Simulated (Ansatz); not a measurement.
# GeH6O2Si: a ladder of functionals and wavefunction methods

The task here is to estimate one member of a computed series from the others.

The runs use Ansatz 0.2.0, Gaussian basis; functionals in def2-TZVPP, the program's frozen cores in correlated methods.

Levels to be run: PBE-D4, r2SCAN-D4, PBE0-D4, B3LYP-D4, ωB97X-V, ωB97M-V, B2PLYP; CCSD(T)/def2-TZVPP; MP2/def2-QZVPP; extrapolation to the limit.

## The geometry

All runs share one geometry, relaxed beforehand with PBE0-D4 in a triple-zeta def2 set.

SMILES `[OH][GeH2][O][SiH3]`, 10 atoms, charge 0, spin multiplicity 1.

Atoms are counted from 1 here; the program's logs count them from 0.

Bond lengths: O1–Ge2 1.771 Å, O1–H5 0.960 Å, Ge2–O3 1.769 Å, Ge2–H6 1.534 Å, Ge2–H7 1.530 Å, O3–Si4 1.638 Å, Si4–H8 1.487 Å, Si4–H9 1.485 Å, Si4–H10 1.490 Å. Angles: Ge2–O1–H5 113.2°, O1–Ge2–O3 108.9°, O1–Ge2–H6 111.7°, O1–Ge2–H7 104.9°, O3–Ge2–H6 105.0°, O3–Ge2–H7 110.0°, H6–Ge2–H7 116.3°, Ge2–O3–Si4 134.0°, O3–Si4–H8 110.9°, O3–Si4–H9 108.1°, O3–Si4–H10 110.9°, H8–Si4–H9 109.1°, H8–Si4–H10 108.5°, H9–Si4–H10 109.3°.

Set-up of the first run:

Input file in.yaml:

```yaml
crystal:
  periodic: [false, false, false]
  atoms:
    - {symbol: O, position_ang: [-0.895722, 0.567471, -1.891392]}
    - {symbol: Ge, position_ang: [-0.282136, 1.342762, -0.422335]}
    - {symbol: O, position_ang: [-0.123199, 0.121088, 0.847525]}
    - {symbol: Si, position_ang: [0.658897, -1.314020, 0.954111]}
    - {symbol: H, position_ang: [-1.801053, 0.259560, -1.807050]}
    - {symbol: H, position_ang: [-1.276901, 2.368202, 0.135416]}
    - {symbol: H, position_ang: [1.098591, 1.877662, -0.808517]}
    - {symbol: H, position_ang: [-0.167337, -2.412153, 0.385340]}
    - {symbol: H, position_ang: [0.917129, -1.594118, 2.389063]}
    - {symbol: H, position_ang: [1.954831, -1.267854, 0.220640]}
basis:
  gaussian: {orbitals: def2-TZVPP}
hamiltonian: {xc: pbe, dispersion: d4}
output: {forces: true, orbitals: {seedname: orbitals}}
```

On the command line:

```console
$ ansatz run in.yaml --threads 4 --pin off --events-out ev --progress --plain --max-ram 10444MiB
```

Steps of the session up to this table: PBE-D4 (GGA); r2SCAN-D4 (meta-GGA); PBE0-D4 (hybrid); B3LYP-D4 (hybrid); ωB97X-V (range-separated); ωB97M-V (range-separated); B2PLYP (double hybrid); CCSD(T) in def2-TZVPP; MP2 in def2-QZVPP.

One of the session's tables, all rows but one given; the rest of the session is left out.

```
            method  atomisation energy (eV)
            PBE-D4                   33.651
         r2SCAN-D4                   33.804
           PBE0-D4                   33.139
          B3LYP-D4                   33.611
           ωB97X-V                   34.058
           ωB97M-V                        ?
            B2PLYP                   33.429
     HF/def2-TZVPP                   24.344
    MP2/def2-TZVPP                   33.625
   CCSD/def2-TZVPP                   32.806
CCSD(T)/def2-TZVPP                   33.246
           MP2/CBS                   34.493
       CCSD(T)/CBS                   34.114
```

Q: Estimate the row for ωB97M-V from the others.

As computed: atomisation energy (eV): 33.782. In the column «atomisation energy (eV)» it lies between PBE-D4 (33.651) and r2SCAN-D4 (33.804).
